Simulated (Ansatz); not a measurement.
# PdC18: the cost of one run

Program: Ansatz 0.2.0. Level of theory: DFT LDA, plane waves, PAW, scalar-relativistic, no spin polarisation. These are calculated values, not measurements.

## 1. The starting structure

The cell holds 19 atoms (C18Pd): a = 7.398 Å, b = 7.398 Å, c = 11.000 Å, α = 90.00°, β = 90.00°, γ = 120.00°.

The coordinates stand in the first input below.

## 2. End point A

Input file input.yaml:

```yaml
crystal:
  lattice:
    - [7.398, 0.0, 0.0]
    - [-3.699, 6.406856, 0.0]
    - [0.0, 0.0, 11.0]
  atoms:
    - { symbol: C, position: [0.0, 0.0, 0.0909091] }
    - { symbol: C, position: [0.2222222, 0.1111111, 0.0909091] }
    - { symbol: C, position: [0.0, 0.3333333, 0.0909091] }
    - { symbol: C, position: [0.2222222, 0.4444444, 0.0909091] }
    - { symbol: C, position: [0.0, 0.6666667, 0.0909091] }
    - { symbol: C, position: [0.2222222, 0.7777778, 0.0909091] }
    - { symbol: C, position: [0.3333333, 0.0, 0.0909091] }
    - { symbol: C, position: [0.5555556, 0.1111111, 0.0909091] }
    - { symbol: C, position: [0.3333333, 0.3333333, 0.0909091] }
    - { symbol: C, position: [0.5555556, 0.4444444, 0.0909091] }
    - { symbol: C, position: [0.3333333, 0.6666667, 0.0909091] }
    - { symbol: C, position: [0.5555556, 0.7777778, 0.0909091] }
    - { symbol: C, position: [0.6666667, 0.0, 0.0909091] }
    - { symbol: C, position: [0.8888889, 0.1111111, 0.0909091] }
    - { symbol: C, position: [0.6666667, 0.3333333, 0.0909091] }
    - { symbol: C, position: [0.8888889, 0.4444444, 0.0909091] }
    - { symbol: C, position: [0.6666667, 0.6666667, 0.0909091] }
    - { symbol: C, position: [0.8888889, 0.7777778, 0.0909091] }
    - { symbol: Pd, position: [0.1376309, 0.562219, 0.2563636] }
basis:
  ecutwfc: 420.0
kpoints:
  mp_grid: { grid: [2, 2, 1] }
hamiltonian:
  xc: lda
scf:
  occupations: { method: fermi_dirac, width: 0.05 }
  lower_state_search: "off"
relax:
  f_tol: 0.03
  max_steps: 60
  adjacent_minimum: "off"
```

The run is started by

```sh
ansatz run input.yaml --threads 1 --pin off --max-ram 3072MiB --backend cpu --events-out ev --progress --plain --runs-dir out
```

What time and memory should one allow on 1 thread of Arm Neoverse V2, shared host?

About 62 s, with a peak of 0.58 GiB.
